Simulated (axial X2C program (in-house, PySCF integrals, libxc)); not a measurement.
# AsN⁻: EOM-EA-CCSD levels

Aim: EOM-EA-CCSD levels of AsN⁻, with spin–orbit coupling in the Hamiltonian from the start.

Computed with an in-house X2C program for linear molecules on PySCF integrals. Level: two-component X2C with atomic mean-field terms, As dyall-acv3z, N dyall-av3z.

All values are calculated.

### 1 Input

task.json

```json
{"zs": [33, 7], "q": -1, "bas": ["dyall-acv3z", "dyall-av3z"], "r0": 1.74, "eom": "ea", "thr": -2.0, "nmax": 92, "grid": [1, 0.96, 1.045, 0.92, 1.09, 1.15], "rq": 0}
```

Keys: zs atomic numbers; q charge; bas basis sets; r0 starting distance in Å; eom kind of EOM run; thr threshold in hartree for freezing inner shells (an s shell follows its p shell); nmax most natural virtual spinors; grid distances as factors.

Started as:

```bash
$ python soeom.py task.json out
```

Further steps of the session: EOM-EA-CCSD at 1.599 Å.

**Question.** What will these runs give? Wanted: next root led by one particle; T1 of the reference.

**Answer**, as computed:

| quantity | value |
| --- | --- |
| lowest root at 1.599 Å | Ω = 1/2, -0.010 eV |
| next root led by one particle | Ω = 3/2, about 220 cm⁻¹ higher |
| T1 of the reference | 0.024 |

What this shows: The added electron is unbound by 0.01 eV in a spinor of 44% As pπ, 25% N pπ, 22% As dπ. Errors of 0.1 to 0.3 eV are usual at this size, and roots led by higher excitations are left out, so the list is incomplete, and low states of that kind can be missing.
